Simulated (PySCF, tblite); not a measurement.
**C8H9N3: geometry, infrared bands and NMR shifts**

Aim: predict the infrared bands and NMR shifts of C8H9N3 (`Cc1cccc2c1nnn2C`).

The runs use tblite 0.8.0 and PySCF 2.14.0, with density-fitted response routines of our own; the level of theory stands in each step. All values are computed, except where a source is named. Atoms are numbered from 0 throughout.

### Step 1. The molecule as given

20 atoms, charge 0, multiplicity 1; geometry from: force field or distance geometry start.

Bonds of the start (Å): C0–C1 1.50, C1–C2 1.37, C2–C3 1.37, C3–C4 1.38, C4–C5 1.38, C5–C6 1.37, C6–N7 1.35, N7–N8 1.34, N8–N9 1.34, N9–C10 1.47, C6–C1 1.39, N9–C5 1.35, C0–H11 1.13, C0–H12 1.10, C0–H13 1.12, C2–H14 1.09, C3–H15 1.06, C4–H16 1.09, C10–H17 1.13, C10–H18 1.10, C10–H19 1.11.

### Step 2. Optimising the geometry with GFN2-xTB

The job: settings as JSON, then the geometry in Å.

```
{"job": {"kind": "relax", "xc": "GFN2-xTB", "basis": "xTB"}, "charge": 0, "multiplicity": 1}
C     -2.890100    -0.648900    -0.424200
C     -1.612100     0.068400    -0.119200
C     -1.632200     1.379000     0.295500
C     -0.428800     1.986800     0.556900
C      0.760900     1.287000     0.450000
C      0.754300    -0.032000     0.035200
C     -0.437200    -0.655600    -0.247400
N     -0.168000    -1.926300    -0.609600
N      1.160600    -2.106800    -0.566500
N      1.714700    -0.956800    -0.169400
C      3.151300    -0.701100     0.010100
H     -3.758300     0.069900    -0.389500
H     -2.800500    -1.161400    -1.390000
H     -3.052500    -1.433700     0.364700
H     -2.586800     1.889100     0.376400
H     -0.390800     2.994500     0.891500
H      1.700800     1.785200     0.666900
H      3.419600    -0.826300     1.098500
H      3.776300    -1.366500    -0.603500
H      3.313600     0.366100    -0.229400
```

The run is started by

```console
$ OMP_NUM_THREADS=1 python probes_run.py task.json out
```

One launch serves the whole session: the jobs run in the order shown.

**Question.** This job is followed by: GFN2-xTB harmonic vibrations, gas phase; GIAO PBE0/pcSseg-1 NMR shielding, non-relativistic, gas phase. Predict these results of the whole session: strongest single infrared mode (GFN2-xTB); zero-point energy (GFN2-xTB); 13C shifts against TMS (PBE0/pcSseg-1); 1H shifts against TMS (PBE0/pcSseg-1, means over atoms taken as alike); 15N shifts against NH3 (PBE0/pcSseg-1).

As calculated:

```
                                                              quantity                                                     value
                             strongest single infrared mode (GFN2-xTB)                                     1346 cm⁻¹, 109 km/mol
                                          zero-point energy (GFN2-xTB)                                             98.6 kcal/mol
                                13C shifts against TMS (PBE0/pcSseg-1)  151.3, 140.4, 138.4, 131.0, 127.7, 109.7, 34.7, 20.2 ppm
1H shifts against TMS (PBE0/pcSseg-1, means over atoms taken as alike)                          7.67, 7.58, 7.48, 4.43, 3.05 ppm
                                15N shifts against NH3 (PBE0/pcSseg-1)                                   417.7, 370.2, 238.2 ppm
```

What this shows: Relaxing lowered the energy by 0.499 eV in 68 steps; the close pair that moved most is N7–N8, from 1.341 to 1.267 Å. The lowest mode is imaginary (37i cm⁻¹), so the xTB geometry is not a minimum. The strongest single mode, at 1346 cm⁻¹, is spread over several atoms, N8, N7, C1 among them. GFN2-xTB is a fitted tight-binding method: band positions and strengths are rough. Its intensities can rank the bands wrongly. At PBE0/pcSseg-1: The widest tensor belongs to N7: span 536 ppm, with a paramagnetic part of -432 ppm. NICS(1)zz of -29 ppm above the planar ring from C1 marks a diatropic (aromatic) ring current. NICS(1)zz of -33 ppm above the planar ring from C5 marks a diatropic (aromatic) ring current.
